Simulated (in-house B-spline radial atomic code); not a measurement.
**Au⁷⁷⁺: ionisation energy by several methods**

How far do functionals differ on the ionisation energy of Au⁷⁷⁺? Each run solves Au⁷⁷⁺ and then the next ion (1s1).

The numbers are computed with in-house B-spline radial atomic code version 1 (scalar-relativistic (X2C), several functionals, spin-polarised, exact exchange averaged over the configuration; spherical all-electron atom at the radial basis limit), except any that are marked as measured or tabulated.

## (1) What is computed

```
element       : gold (Z = 79)
charge        : +77
electrons     : 2
configuration : 1s2
nucleus       : Fermi, rms radius 5.437 fm
```

Where spins are not typed, each open shell is filled with up spins first.

## (2) B3LYP

Settings, as recorded:

```ini
Z = 79
electrons = 2.0
configuration = 1s2
hamiltonian = x2c
method = b3lyp
spin_polarised = True
nucleus = fermi
rms_radius = 5.4371
mass_number = 197
atomic_mass = 196.966570103
speed_of_light = 137.035999084
exact_exchange = averaged over the configuration
```

Run with:

```
$ python run_scf.py task.json out
```

The settings of every run stand in task.json; they run in order.

## (3) r2SCAN0

The settings differ from step 2 so:

```diff
@@ -4,3 +4,3 @@
 hamiltonian = x2c
-method = b3lyp
+method = r2scan0
 spin_polarised = True
```

## (4) CAM-B3LYP

The settings differ from step 3 so:

```diff
@@ -4,3 +4,3 @@
 hamiltonian = x2c
-method = r2scan0
+method = camb3lyp
 spin_polarised = True
```

Q: The tabulated ionisation energy is 91515.8 ± 0.3 eV (tabulated theoretical; NIST Atomic Spectra Database). What does each method give, and which comes nearest?

As calculated:

| method | rung | total energy (hartree) | ΔSCF (eV) | −ε highest (eV) | ΔSCF less tabulated (eV) |
| --- | --- | --- | --- | --- | --- |
| B3LYP | global hybrid | -6805.3371 | 91767.0 | 91288.4 (1s up) | +251.2 |
| r2SCAN0 | global hybrid | -6805.6149 | 91770.3 | 91367.9 (1s up) | +254.5 |
| CAM-B3LYP | range-separated hybrid | -6805.9944 | 91775.9 | 91292.5 (1s up) | +260.1 |

What this shows: Tables give 91515.8 ± 0.3 eV (tabulated theoretical; NIST Atomic Spectra Database) for the ionisation energy. B3LYP misses by +251.2 eV, the least, and CAM-B3LYP by +260.1 eV (0.28 %), the most. All methods miss on the same side by much the same amount, which points to something that they share. Relativistic terms that these runs lack can be as large as the gaps between close methods, so the nearest may be so by luck. Spin-orbit coupling is left out.
